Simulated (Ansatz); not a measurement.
**Sn: pressure against volume**

Aim: scale the cell of Sn up and down at fixed shape and fractional positions, and get the equilibrium volume and bulk modulus with LAPW, PAW and all-electron datasets made for the crystal.

Computed with Ansatz 0.2.0 (DFT LDA, scalar-relativistic, unless a step's input says otherwise).

### 1 The system as given

Symmetry: Fd-3m, No. 227, cubic system. Conventional cell: a = 6.491 Å, b = 6.491 Å, c = 6.491 Å, α = 90.00°, β = 90.00°, γ = 90.00°. Sn (site symmetry -43m) is surrounded by 4 Sn at 2.81 Å.

As a file:

```cif
data_structure
_symmetry_space_group_name_H-M 'Fd-3m:1'
_symmetry_Int_Tables_number 227
_cell_length_a 6.4912
_cell_length_b 6.4912
_cell_length_c 6.4912
_cell_angle_alpha 90.000
_cell_angle_beta 90.000
_cell_angle_gamma 90.000
_cell_volume 273.51
loop_
_atom_site_label
_atom_site_type_symbol
_atom_site_symmetry_multiplicity
_atom_site_Wyckoff_symbol
_atom_site_fract_x
_atom_site_fract_y
_atom_site_fract_z
_atom_site_occupancy
Sn1 Sn 8 a 0.50000 0.00000 0.50000 1
```

The file gives the conventional cell by its symmetry; the runs use the cell typed in the input.

The structure is an experimental refinement, used without relaxation.

Atoms are numbered in the order of the input: Sn1, Sn2.

### 2 Volume × 0.9405, LAPW

The input, input.yaml:

```yaml
crystal:
  lattice:
    - [0.0, 3.1799082881, 3.1799082881]
    - [3.1799082881, 0.0, 3.1799082881]
    - [3.1799082881, 3.1799082881, 0.0]
  atoms:
    - { symbol: Sn, position: [0.5, 0.5, 0.5] }
    - { symbol: Sn, position: [0.75, 0.75, 0.75] }
kpoints:
  mp_grid: { grid: [9, 9, 9] }
scf:
  occupations: { method: fermi_dirac, width: 0.03 }
hamiltonian:
  xc: lda
  pseudopotentials: { kind: all_electron, lapw: { basis_error: 0.00025 } }
output:
  forces: true
  stress: true
  eigenvalues: true
```

Command:

```sh
$ ansatz run input.yaml --threads 1 --pin off --max-ram 3072MiB --backend cpu --events-out ev --progress --plain --runs-dir out
```

### 3 Volume × 0.9405, PAW

input.yaml: that of step 2 with these lines changed.

```diff
@@ -14,3 +14,3 @@
   xc: lda
-  pseudopotentials: { kind: all_electron, lapw: { basis_error: 0.00025 } }
+  pseudopotentials: { kind: paw }
 output:
@@ -19 +19,2 @@
   eigenvalues: true
+  efg: { contact_densities: true }
```

### 4 Volume × 0.9405, crystal datasets

input.yaml: that of step 3 with these lines changed.

```diff
@@ -14,3 +14,3 @@
   xc: lda
-  pseudopotentials: { kind: paw }
+  pseudopotentials: { kind: all_electron, datasets: crystal }
 output:
```

### 5 Volume × 0.97, LAPW

The input, input.yaml:

```yaml
crystal:
  lattice:
    - [0.0, 3.21281392, 3.21281392]
    - [3.21281392, 0.0, 3.21281392]
    - [3.21281392, 3.21281392, 0.0]
  atoms:
    - { symbol: Sn, position: [0.5, 0.5, 0.5] }
    - { symbol: Sn, position: [0.75, 0.75, 0.75] }
kpoints:
  mp_grid: { grid: [9, 9, 9] }
scf:
  occupations: { method: fermi_dirac, width: 0.03 }
hamiltonian:
  xc: lda
  pseudopotentials: { kind: all_electron, lapw: { basis_error: 0.00025 } }
output:
  forces: true
  stress: true
  eigenvalues: true
```

### 6 Volume × 0.97, PAW

input.yaml: that of step 5 with these lines changed.

```diff
@@ -14,3 +14,3 @@
   xc: lda
-  pseudopotentials: { kind: all_electron, lapw: { basis_error: 0.00025 } }
+  pseudopotentials: { kind: paw }
 output:
@@ -19 +19,6 @@
   eigenvalues: true
+  efg: { contact_densities: true }
+  write_density: true
+  write_potential: true
+  elf: true
+  volumetric_format: npy
```

### 7 Volume × 1.03, LAPW

The input, input.yaml:

```yaml
crystal:
  lattice:
    - [0.0, 3.2777367435, 3.2777367435]
    - [3.2777367435, 0.0, 3.2777367435]
    - [3.2777367435, 3.2777367435, 0.0]
  atoms:
    - { symbol: Sn, position: [0.5, 0.5, 0.5] }
    - { symbol: Sn, position: [0.75, 0.75, 0.75] }
kpoints:
  mp_grid: { grid: [9, 9, 9] }
scf:
  occupations: { method: fermi_dirac, width: 0.03 }
hamiltonian:
  xc: lda
  pseudopotentials: { kind: all_electron, lapw: { basis_error: 0.00025 } }
output:
  forces: true
  stress: true
  eigenvalues: true
```

### 8 Volume × 1.03, PAW

input.yaml: that of step 7 with these lines changed.

```diff
@@ -14,3 +14,3 @@
   xc: lda
-  pseudopotentials: { kind: all_electron, lapw: { basis_error: 0.00025 } }
+  pseudopotentials: { kind: paw }
 output:
@@ -19 +19,2 @@
   eigenvalues: true
+  efg: { contact_densities: true }
```

### 9 Volume × 1.06, LAPW

The input, input.yaml:

```yaml
crystal:
  lattice:
    - [0.0, 3.3092553764, 3.3092553764]
    - [3.3092553764, 0.0, 3.3092553764]
    - [3.3092553764, 3.3092553764, 0.0]
  atoms:
    - { symbol: Sn, position: [0.5, 0.5, 0.5] }
    - { symbol: Sn, position: [0.75, 0.75, 0.75] }
kpoints:
  mp_grid: { grid: [9, 9, 9] }
scf:
  occupations: { method: fermi_dirac, width: 0.03 }
hamiltonian:
  xc: lda
  pseudopotentials: { kind: all_electron, lapw: { basis_error: 0.00025 } }
output:
  forces: true
  stress: true
  eigenvalues: true
```

### 10 Volume × 1.06, PAW

input.yaml: that of step 9 with these lines changed.

```diff
@@ -14,3 +14,3 @@
   xc: lda
-  pseudopotentials: { kind: all_electron, lapw: { basis_error: 0.00025 } }
+  pseudopotentials: { kind: paw }
 output:
@@ -19 +19,2 @@
   eigenvalues: true
+  efg: { contact_densities: true }
```

### 11 Volume × 1.06, crystal datasets

input.yaml: that of step 10 with these lines changed.

```diff
@@ -14,3 +14,3 @@
   xc: lda
-  pseudopotentials: { kind: paw }
+  pseudopotentials: { kind: all_electron, datasets: crystal }
 output:
```

(Steps that only read results are left out.)

Before running it: what results should come out? Wanted: equilibrium volume; bulk modulus (for each run or level that gives them).

As calculated:

| quantity | value |
| --- | --- |
| equilibrium volume (LAPW) | 33.913 Å³/atom |
| bulk modulus (LAPW) | 44 GPa |
| its pressure derivative (LAPW) | 5.0 |
| equilibrium volume (PAW) | 33.911 Å³/atom |
| bulk modulus (PAW) | 44 GPa |
| its pressure derivative (PAW) | 5.0 |

What this shows: By LAPW, the pressure vanishes at 33.91 Å³/atom (-0.8 % from the starting cell) and the bulk modulus there is 44 GPa (Birch-Murnaghan, third order). PAW's volume lies less than 0.01 % and its modulus less than 0.1 % from LAPW's. No thermal or zero-point expansion is included.
